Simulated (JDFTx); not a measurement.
SPb, in a box:

```xyz
2
Lattice="9.0000 0.0000 0.0000 0.0000 9.0000 0.0000 0.0000 0.0000 12.0000" Properties=species:S:1:pos:R:3 pbc="T T T"
S     4.5130    4.5210    4.8906
Pb    4.5130    4.5210    7.1774
```

A run of JDFTx 1.7.0 (patched build) on this cell left the log below. Logs are shortened: lines on timing, memory, paths and dates and some standing lists are left out, and cuts for length are marked.

```text
*************** JDFTx 1.7.0 (patched build) ***************

Input parsed successfully to the following command list (including defaults):
[... the input with its defaults ...]

---------- Setting up symmetries ----------

Found 16 point-group symmetries of the bravais lattice
Found 8 space-group symmetries with basis
Applied RMS atom displacement 0 bohrs to make symmetries exact.

---------- Initializing the Grid ----------
R =
[      17.0075            0            0  ]
[            0      17.0075            0  ]
[            0            0      22.6767  ]
unit cell volume = 6559.38
G =
[   0.369435          0          0  ]
[          0   0.369435          0  ]
[          0          0   0.277077  ]
Minimum fftbox size, Smin = [  116  116  156  ]
Chosen fftbox size, S = [  120  120  160  ]

---------- Initializing tighter grid for wavefunction operations ----------
R =
[      17.0075            0            0  ]
[            0      17.0075            0  ]
[            0            0      22.6767  ]
unit cell volume = 6559.38
G =
[   0.369435          0          0  ]
[          0   0.369435          0  ]
[          0          0   0.277077  ]
Minimum fftbox size, Smin = [  84  84  112  ]
Chosen fftbox size, S = [  84  84  112  ]

---------- Exchange Correlation functional ----------
Initalized PBE GGA exchange.
Initalized PBE GGA correlation.

---------- Setting up pseudopotentials ----------
Width of ionic core gaussian charges (only for fluid interactions / plotting) set to 0

Reading pseudopotential file 'pseudo/S.upf':
  'S' pseudopotential, 'PBE' functional
  Generated using ONCVPSP code by D. R. Hamann
  6 valence electrons, 2 orbitals, 6 projectors, 1001 radial grid points, with lMax = 2
    3S    l: 0   occupation:  2.0   eigenvalue: -0.634163
    3P    l: 1   occupation:  4.0   eigenvalue: -0.257567
[... 53 lines left out ...]
SCF: Cycle:  2   F: -70.562240512233814   dF: -6.551e-03   |Residual|: 1.397e-02   |deigs|: 1.017e-02
	FillingsUpdate:  mu: -0.149884961  nElectrons: 20.000000
SCF: Cycle:  3   F: -70.562417345975405   dF: -1.768e-04   |Residual|: 7.477e-03   |deigs|: 2.674e-03
	FillingsUpdate:  mu: -0.147488546  nElectrons: 20.000000
SCF: Cycle:  4   F: -70.562488114492552   dF: -7.077e-05   |Residual|: 3.512e-03   |deigs|: 2.541e-03
	FillingsUpdate:  mu: -0.145612667  nElectrons: 20.000000
SCF: Cycle:  5   F: -70.562530145647543   dF: -4.203e-05   |Residual|: 2.656e-03   |deigs|: 2.211e-03
	FillingsUpdate:  mu: -0.144462439  nElectrons: 20.000000
SCF: Cycle:  6   F: -70.562536426797124   dF: -6.281e-06   |Residual|: 1.779e-03   |deigs|: 1.144e-03
	FillingsUpdate:  mu: -0.143494014  nElectrons: 20.000000
SCF: Cycle:  7   F: -70.562538292246160   dF: -1.865e-06   |Residual|: 1.423e-03   |deigs|: 1.633e-03
[... 15 lines left out ...]
SCF: Cycle: 15   F: -70.562545374905653   dF: -6.022e-08   |Residual|: 6.876e-05   |deigs|: 1.657e-04
	FillingsUpdate:  mu: -0.142432154  nElectrons: 20.000000
SCF: Cycle: 16   F: -70.562545411320457   dF: -3.641e-08   |Residual|: 4.919e-05   |deigs|: 4.406e-05
	FillingsUpdate:  mu: -0.142453196  nElectrons: 20.000000
SCF: Cycle: 17   F: -70.562545434927046   dF: -2.361e-08   |Residual|: 3.803e-05   |deigs|: 8.431e-05
	FillingsUpdate:  mu: -0.142449683  nElectrons: 20.000000
SCF: Cycle: 18   F: -70.562545445211725   dF: -1.028e-08   |Residual|: 1.861e-05   |deigs|: 4.900e-05
	FillingsUpdate:  mu: -0.142440563  nElectrons: 20.000000
SCF: Cycle: 19   F: -70.562545450190228   dF: -4.979e-09   |Residual|: 2.063e-05   |deigs|: 5.600e-05
	FillingsUpdate:  mu: -0.142441981  nElectrons: 20.000000
SCF: Cycle: 20   F: -70.562545452707411   dF: -2.517e-09   |Residual|: 1.135e-05   |deigs|: 2.210e-05
	FillingsUpdate:  mu: -0.142439782  nElectrons: 20.000000
SCF: Cycle: 21   F: -70.562545453425386   dF: -7.180e-10   |Residual|: 5.486e-06   |deigs|: 3.834e-05
	FillingsUpdate:  mu: -0.142438324  nElectrons: 20.000000
SCF: Cycle: 22   F: -70.562545454147653   dF: -7.223e-10   |Residual|: 4.353e-06   |deigs|: 1.500e-05
SCF: Converged (|Delta E|<1.000000e-09 for 2 iters).

Setting wave functions to eigenvectors of Hamiltonian
Converging empty states (this may take a while): |deigs|: 6.811e-05

# Stress tensor in Cartesian coordinates [Eh/a0^3]:
[ -3.41079e-07            0            0  ]
[            0 -3.41079e-07            0  ]
[            0            0 -7.65876e-06  ]

# Ionic positions in lattice coordinates:
ion S   0.501444440000000   0.502333330000000   0.407547380000000 1
ion Pb   0.501444440000000   0.502333330000000   0.598119290000000 1

# Forces in Cartesian coordinates:
force S   0.000000000000000   0.000000000000000  -0.012256125287391 1
force Pb   0.000000000000000   0.000000000000000   0.012285430156991 1

# Energy components:
   Eewald =       -9.8712092971716494
       EH =       51.8205507645111751
     Eloc =     -125.6388159814166272
      Enl =      -12.8919901528323830
      Exc =      -23.0328571979050487
 Exc_core =       10.7852799644167554
       KE =       38.2664964462501658
-------------------------------------
     Etot =      -70.5625454541475960
       TS =        0.0000000000000633
-------------------------------------
        F =      -70.5625454541476529

IonicMinimize: Iter:   0  F: -70.562545454147653  |grad|_K:  7.085e-03
IonicMinimize: None of the convergence criteria satisfied after 0 iterations.

#--- Lowdin population analysis ---
# oxidation-state S -0.374
# oxidation-state Pb +0.458

Dumping 'run.eigStats' ...
	eMin: -0.775755 at state 0 ( [ +0.000000 +0.000000 +0.000000 ] spin 0 )
	HOMO: -0.196849 at state 0 ( [ +0.000000 +0.000000 +0.000000 ] spin 0 )
	mu  : -0.142440
	LUMO: -0.088072 at state 0 ( [ +0.000000 +0.000000 +0.000000 ] spin 0 )
	eMax: +0.045927 at state 0 ( [ +0.000000 +0.000000 +0.000000 ] spin 0 )
	HOMO-LUMO gap: +0.108777
	Optical gap  : +0.108777 at state 0 ( [ +0.000000 +0.000000 +0.000000 ] spin 0 )
Done!
[note: mu as printed may lie anywhere between the filled and the empty levels]
```

Write the input and the command behind it.

Single point with PBE, no spin polarisation. The files as run (others can give the same):

PbS.in
```
lattice \
   17.0075351216     0.0000000000     0.0000000000 \
    0.0000000000    17.0075351216     0.0000000000 \
    0.0000000000     0.0000000000    22.6767134955
coords-type Lattice
ion S      0.5014444400     0.5023333300     0.4075473800 1
ion Pb     0.5014444400     0.5023333300     0.5981192900 1

ion-species pseudo/S.upf
ion-species pseudo/Pb.upf
elec-cutoff 28 224
elec-ex-corr gga-PBE
kpoint-folding 1 1 1
elec-smearing Fermi 0.0018374661
elec-n-bands 16
electronic-SCF nIterations 100 energyDiffThreshold 1e-09
electronic-minimize nIterations 30 energyDiffThreshold 1e-7
converge-empty-states yes
forces-output-coords Cartesian

dump-name run.$VAR
dump End Ecomponents EigStats BandEigs Kpoints Forces Stress
```

Potentials or basis: PseudoDojo-SR-PBE-0.5-standard (S) + PseudoDojo-SR-PBE-0.4.1-standard (Pb) with smoothed tails.
Run with:
```sh
$ jdftx -c 1 -i PbS.in -o PbS.out
```

Caveat: spin-orbit coupling is left out, which as a rule narrows the gap of such compounds by several tenths of an eV.
